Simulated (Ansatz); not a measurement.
**BaBCl3: from a guess to a relaxed structure**

Aim: relax a trial structure of BaBCl3 and see where it ends.

Program: Ansatz 0.2.0. Level of theory: DFT PBE, scalar-relativistic, plane waves, PAW. These are calculated values, not measurements.

### Step 1. Starting point

The structure is hexagonal, space group P6/mmm (No. 191). The conventional cell has a = 5.178 Å, b = 5.178 Å, c = 6.840 Å, α = 90.00°, β = 90.00°, γ = 120.00°. Around Ba (site symmetry 6/mmm) lie 6 Cl at 2.59 Å and 2 B at 3.42 Å. B (site symmetry 6/mmm) has 2 Ba at 3.42 Å as nearest neighbours. Around Cl (site symmetry mmm) lie 4 Cl at 2.59 Å and 2 Ba at 2.59 Å.

Structure file:

```
Ba B Cl
1.0
     5.17829    0.00000    0.00000
    -2.58915    4.48453    0.00000
     0.00000    0.00000    6.83952
Ba B Cl
1 1 3
Direct
  0.00000 0.00000 0.50000
  0.00000 0.00000 0.00000
  0.50000 0.00000 0.50000
  0.00000 0.50000 0.50000
  0.50000 0.50000 0.50000
```

A structure generator made this guess: random cell by space group and Wyckoff sites (P6/mmm, No. 191). The dimensions are guesses.

### Step 2. The guess as it stands, on a coarse mesh

input.yaml

```yaml
crystal:
  lattice:
    - [5.17829107, 0.0, 0.0]
    - [-2.58914553, 4.48453161, 0.0]
    - [0.0, 0.0, 6.83952443]
  atoms:
    - { symbol: Ba, position: [0.0, 0.0, 0.5] }
    - { symbol: B, position: [0.0, 0.0, 0.0] }
    - { symbol: Cl, position: [0.5, 0.0, 0.5] }
    - { symbol: Cl, position: [0.0, 0.5, 0.5] }
    - { symbol: Cl, position: [0.5, 0.5, 0.5] }
basis:
  ecutwfc: 420
kpoints:
  mp_grid: { grid: [6, 6, 4] }
hamiltonian:
  xc: pbe
scf:
  occupations: { method: gaussian, width: 0.1 }
  lower_state_search: "off"
output:
  forces: true
  stress: true
  eigenvalues: true
```

Command:

```console
ansatz run input.yaml --threads 1 --pin off --max-ram 2560MiB --backend cpu --events-out ev --progress --plain --runs-dir out
```

Further runs follow: rough relaxation on the coarse mesh; relaxation on the finer mesh.

What does the calculation give? Wanted: conventional cell; volume; energy over the elements; gap on the mesh.

**Answer**, as computed:

| quantity | value |
| --- | --- |
| symmetry at the end (tolerance 0.05 Å) | space group P6/mmm (No. 191) |
| conventional cell | a = 6.271 Å, b = 6.271 Å, c = 6.352 Å, α = 90.00°, β = 90.00°, γ = 120.00° |
| volume | 43.27 Å³/atom |
| energy over the elements (uncorrected; H, N, O, F and Cl as molecules) | 0.00 eV/atom |
| gap on the mesh | none (metal) |

The space group P6/mmm (No. 191) is kept, and the volume per atom grows by 36.2 % from the first guess. The formation energy of this structure is too near zero to say whether it is bound against the elements. No finished test with a distortion of lower symmetry is shown, so the end may be a saddle point. The final runs have no spin polarisation, so no magnetic state was tried and one may lie lower.
